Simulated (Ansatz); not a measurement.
# C4H9BN2: the cost of one run

Program: Ansatz 0.2.0. Level of theory: RKS B3LYP-D4/cc-pVDZ. These are calculated values, not measurements.

## 1. Starting point

Bond lengths (14 of 15 bonds, heavy atoms first): C1–C2 1.608 Å, C2–C3 1.542 Å, C2–N4 1.391 Å, C2–B5 1.599 Å, B5–C6 1.551 Å, C6–N7 1.175 Å, C1–H8 1.082 Å, C1–H9 1.095 Å, C1–H10 1.069 Å, C3–H11 1.091 Å, C3–H12 1.165 Å, C3–H13 1.140 Å, N4–H14 1.039 Å, N4–H15 1.090 Å. Angles (14 of 25 angles, heavy atoms first): C1–C2–C3 110.2°, C1–C2–N4 110.3°, C1–C2–B5 110.1°, C3–C2–N4 107.6°, C3–C2–B5 108.9°, N4–C2–B5 109.7°, C2–B5–C6 122.5°, B5–C6–N7 177.9°, C2–C1–H8 107.5°, C2–C1–H9 108.5°, C2–C1–H10 108.1°, C2–C3–H11 109.6°, C2–C3–H12 108.6°, C2–C3–H13 111.2°.

Coordinates:

```xyz
16

C     0.6405   -1.2676    0.4859
C    -0.3136   -0.1105   -0.0933
C     0.1818    0.3425   -1.4820
N    -1.6120   -0.5874   -0.2442
B    -0.3130    1.1479    0.8934
C     0.9837    1.9117    1.2688
N     1.9886    2.4546    1.5435
H     0.2742   -1.5290    1.4696
H     1.6475   -0.8572    0.6113
H     0.5838   -2.1059   -0.1748
H     0.2069   -0.5131   -2.1577
H     1.2734    0.7364   -1.3766
H    -0.4823    1.1657   -1.9077
H    -1.7223   -1.3999   -0.8817
H    -2.0355   -0.9711    0.6841
H    -1.3246    1.5604    1.4056
```

## 2. End point A

input.yaml reads:

```yaml
crystal:
  periodic: [false, false, false]
  atoms:
    - { symbol: C, position_ang: [0.6405, -1.2676, 0.4859] }
    - { symbol: C, position_ang: [-0.3136, -0.1105, -0.0933] }
    - { symbol: C, position_ang: [0.1818, 0.3425, -1.482] }
    - { symbol: "N", position_ang: [-1.612, -0.5874, -0.2442] }
    - { symbol: B, position_ang: [-0.313, 1.1479, 0.8934] }
    - { symbol: C, position_ang: [0.9837, 1.9117, 1.2688] }
    - { symbol: "N", position_ang: [1.9886, 2.4546, 1.5435] }
    - { symbol: H, position_ang: [0.2742, -1.529, 1.4696] }
    - { symbol: H, position_ang: [1.6475, -0.8572, 0.6113] }
    - { symbol: H, position_ang: [0.5838, -2.1059, -0.1748] }
    - { symbol: H, position_ang: [0.2069, -0.5131, -2.1577] }
    - { symbol: H, position_ang: [1.2734, 0.7364, -1.3766] }
    - { symbol: H, position_ang: [-0.4823, 1.1657, -1.9077] }
    - { symbol: H, position_ang: [-1.7223, -1.3999, -0.8817] }
    - { symbol: H, position_ang: [-2.0355, -0.9711, 0.6841] }
    - { symbol: H, position_ang: [-1.3246, 1.5604, 1.4056] }
basis:
  gaussian: { orbitals: cc-pVDZ }
hamiltonian:
  xc: b3lyp
  dispersion: d4
relax:
  f_tol: 0.015
  max_steps: 40
```

Command:

```console
$ ansatz run input.yaml --threads 2 --pin off --max-ram 3072MiB --backend cpu --events-out ev --progress --plain --runs-dir out
```

Q: Estimate wall time and peak memory on 2 threads of Arm Neoverse V1, shared host.

About 2.1 min, with a peak of 0.4 GiB.
